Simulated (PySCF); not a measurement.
# AlGeH4F (SMILES [F][AlH][GeH3]) at 4 levels

Wanted: a comparison of 4 runs (HF/3-21G, HF/def2-SVP, r2SCAN/def2-SVP, MP2/pcseg-2) of AlGeH4F. The job is set up through a Python script.

The results are computed with PySCF 2.14.0.

1 further run of the same task is left out (set aside as unsound or not needed).

## (1) The system as given

AlGeH4F: 7 atoms, total charge 0, spin state singlet. As SMILES, `[F][AlH][GeH3]`. The shape is that of a PBE0-D4/def2-TZVP optimisation.

Bond lengths: F1–Al2 1.652 Å, Al2–Ge3 2.469 Å, Al2–H4 1.581 Å, Ge3–H5 1.542 Å, Ge3–H6 1.538 Å, Ge3–H7 1.540 Å. Angles: F1–Al2–Ge3 116.9°, F1–Al2–H4 116.2°, Ge3–Al2–H4 126.9°, Al2–Ge3–H5 110.5°, Al2–Ge3–H6 112.6°, Al2–Ge3–H7 111.5°, H5–Ge3–H6 107.3°, H5–Ge3–H7 106.7°, H6–Ge3–H7 107.9°.

## (2) Energy and gradient at HF/3-21G (run 1)

run.py

```python
import pyscf.grad
from pyscf import gto, scf

mol = gto.M(
    atom='''
F     -3.783232    -2.811535     1.353989
Al    -0.928800    -2.507856     0.125856
Ge     0.809181     1.814704    -0.123021
H      0.385504    -5.026483    -0.798598
H      0.180847     3.022050    -2.698529
H     -0.257759     3.565913     1.936591
H      3.710099     1.814515     0.117730
''',
    spin=0,
    max_memory=1860,
    basis='3-21g',
    verbose=4,
    unit='bohr',
)

calc0 = scf.RHF(mol)
calc0.conv_tol = 1e-10
calc0.kernel()
if not calc0.converged:
    calc0 = calc0.newton().run(calc0.mo_coeff, calc0.mo_occ)

e_tot = calc0.e_tot
print('E = %.10f Eh' % e_tot)
grad = calc0.Gradients().kernel()
dip = calc0.dip_moment()
pop, q = calc0.mulliken_pop()
```

Started as:

```sh
$ OMP_NUM_THREADS=1 python run.py
```

Standard output:

```text
PySCF version 2.14.0

[... 59 lines left out ...]
converged SCF energy = -2407.19784744324
[... 14 lines left out ...]
Dipole moment(X, Y, Z, Debye):  1.30459, -0.15630, -0.55861
[... 60 lines left out ...]
charge of    6H =     -0.15821
```

It took 6.3 s on 1 thread of Intel Xeon at 2.50GHz (Skylake/Cascade Lake), shared host; peak memory 0.12 GiB.

## (3) Energy and gradient at HF/def2-SVP (run 2)

calc.py

```python
# [F][AlH][GeH3]
import pyscf.grad
from pyscf import gto

mol = gto.Mole()
mol.atom = '''
F   -2.002000  -1.487800   0.716500
Al  -0.491500  -1.327100   0.066600
Ge   0.428200   0.960300  -0.065100
H    0.204000  -2.659900  -0.422600
H    0.095700   1.599200  -1.428000
H   -0.136400   1.887000   1.024800
H    1.963300   0.960200   0.062300
'''
mol.max_memory = 1860
mol.verbose = 4
mol.spin = 0
mol.basis = 'def2-svp'
mol.build()

mf = mol.RHF()
mf.conv_tol = 1e-10
mf.kernel()
if not mf.converged:
    mf = mf.newton().run(mf.mo_coeff, mf.mo_occ)

energy = mf.e_tot
print('E(%s) = %.9f' % ('HF', energy))
grad = mf.Gradients().kernel()
mf.analyze()
```

Started as:

```sh
$ OMP_NUM_THREADS=1 python calc.py
```

Standard output:

```text
PySCF version 2.14.0

[... 78 lines left out ...]
Nuclear Repulsion Energy =             223.950285976973362
[... 12 lines left out ...]
MO #7   energy= -26.2447079217975  occ= 2
[... 10 lines left out ...]
MO #18  energy= -1.62563373247619  occ= 2
[... 10 lines left out ...]
MO #29  energy= -0.384553689426445 occ= 2
[... 10 lines left out ...]
MO #40  energy= 0.431524161985811  occ= 0
[... 10 lines left out ...]
MO #51  energy= 0.731966871754955  occ= 0
[... 10 lines left out ...]
MO #62  energy= 1.62916448467109   occ= 0
[... 10 lines left out ...]
MO #73  energy= 2.19388229499166   occ= 0
[... 10 lines left out ...]
MO #84  energy= 3.88563687998604   occ= 0
[... 94 lines left out ...]
Dipole moment(X, Y, Z, Debye):  1.21405, -0.07989, -0.49699
```

Run time: 25 s. Hardware: 1 thread of Intel Xeon at 2.50GHz (Skylake/Cascade Lake), shared host; peak memory 0.17 GiB.

## (4) Energy and forces at r2SCAN/def2-SVP (run 3)

input.py

```python
import pyscf.grad
from pyscf import gto, dft

mol = gto.M(
    atom='''
F     -3.783232    -2.811535     1.353989
Al    -0.928800    -2.507856     0.125856
Ge     0.809181     1.814704    -0.123021
H      0.385504    -5.026483    -0.798598
H      0.180847     3.022050    -2.698529
H     -0.257759     3.565913     1.936591
H      3.710099     1.814515     0.117730
''',
    unit='bohr',
    basis='def2-svp',
    verbose=3,
    max_memory=1860,
)

myscf = dft.RKS(mol)
myscf.xc = 'r2scan'
myscf.grids.level = 5
myscf.conv_tol = 1e-10
myscf.kernel()
if not myscf.converged:
    myscf = myscf.newton().run(myscf.mo_coeff, myscf.mo_occ)

etot = myscf.e_tot
print('E = %.10f Eh' % etot)
grad = myscf.Gradients().kernel()
dip = myscf.dip_moment()
pop, q = myscf.mulliken_pop()
```

Started as:

```sh
$ OMP_NUM_THREADS=1 python input.py
```

Standard output:

```text
converged SCF energy = -2421.24573432654
[... 11 lines left out ...]
Dipole moment(X, Y, Z, Debye):  0.96265, -0.01033, -0.40366
[... 92 lines left out ...]
charge of    6H =     -0.04664
```

It took 93 s on 1 thread of Intel Xeon at 2.50GHz (Skylake/Cascade Lake), shared host; peak memory 0.82 GiB.

## (5) Energy and forces at MP2/pcseg-2 (run 4)

job.py

```python
from pyscf import gto, scf, mp

mol = gto.Mole()
mol.atom = [
    ('F', (-2.002000, -1.487800, 0.716500)),
    ('Al', (-0.491500, -1.327100, 0.066600)),
    ('Ge', (0.428200, 0.960300, -0.065100)),
    ('H', (0.204000, -2.659900, -0.422600)),
    ('H', (0.095700, 1.599200, -1.428000)),
    ('H', (-0.136400, 1.887000, 1.024800)),
    ('H', (1.963300, 0.960200, 0.062300)),
]
mol.basis = 'pcseg-2'
mol.max_memory = 1860
mol.verbose = 4
mol.build()

calc0 = scf.RHF(mol)
calc0.conv_tol = 1e-10
calc0.kernel()
if not calc0.converged:
    calc0 = calc0.newton().run(calc0.mo_coeff, calc0.mo_occ)

pt = mp.MP2(calc0, frozen=15).run()
e_tot = pt.e_tot
print('E(%s) = %.9f' % ('MP2', e_tot))
grad = pt.nuc_grad_method().kernel()
calc0.analyze()
```

Started as:

```sh
$ OMP_NUM_THREADS=1 python job.py
```

Standard output:

```text
PySCF version 2.14.0

[... 92 lines left out ...]
MO #3   energy= -52.0379267724627  occ= 2
[... 19 lines left out ...]
MO #23  energy= -0.676917520785773 occ= 2
[... 19 lines left out ...]
MO #43  energy= 0.322479478370855  occ= 0
[... 19 lines left out ...]
MO #63  energy= 0.993131165303646  occ= 0
[... 19 lines left out ...]
MO #83  energy= 1.55488865941041   occ= 0
[... 19 lines left out ...]
MO #103 energy= 2.24026660313433   occ= 0
[... 19 lines left out ...]
MO #123 energy= 4.18753598470796   occ= 0
[... 19 lines left out ...]
MO #143 energy= 4.863368414537     occ= 0
[... 19 lines left out ...]
MO #163 energy= 10.5130339518205   occ= 0
[... 173 lines left out ...]
Dipole moment(X, Y, Z, Debye):  1.30279,  0.03154, -0.51512
```

Wall time 7.4 min (1 thread of Intel Xeon at 2.50GHz (Skylake/Cascade Lake), shared host); peak memory 2.6 GiB.

## (6) All runs side by side

```
run            level  integration grid  frozen core orbitals   energy (Eh)  dipole moment (D) of the reference  HOMO energy (eV)  LUMO energy (eV)  wall time
  1         HF/3-21G                 –                     –  -2407.197847                                1.43            -10.34              1.01      6.3 s
  2      HF/def2-SVP                 –                     –  -2418.695421                                1.31            -10.46              1.08       25 s
  3  r2SCAN/def2-SVP                 5                     –  -2421.245734                                1.04             -6.99             -2.15       93 s
  4      MP2/pcseg-2                 –                    15  -2419.700225                                1.40            -10.44              0.80    7.4 min
```

## (7) Outcome

```
                                           quantity           value
                                run 4: total energy  -2419.70023 Eh
        run 4: dipole moment (Hartree–Fock density)          1.40 D
         run 4: HOMO energy (Hartree–Fock orbitals)       -10.44 eV
         run 4: LUMO energy (Hartree–Fock orbitals)         0.80 eV
       run 4: HOMO–LUMO gap (Hartree–Fock orbitals)        11.24 eV
run 4: correlation energy (15 core orbitals frozen)      -520.9 mEh
                    run 4: largest force on an atom      0.269 eV/Å
```

Over runs 1, 2, 3 the dipole moment (its size) runs from 1.04 D (r2SCAN/def2-SVP) to 1.43 D (HF/3-21G). The two ends differ in method and basis. Over runs 1, 2, 3 the HOMO–LUMO gap runs from 4.83 eV (r2SCAN/def2-SVP) to 11.55 eV (HF/def2-SVP). Exact exchange widens orbital gaps. All runs together took 9.5 min, the longest 7.4 min.
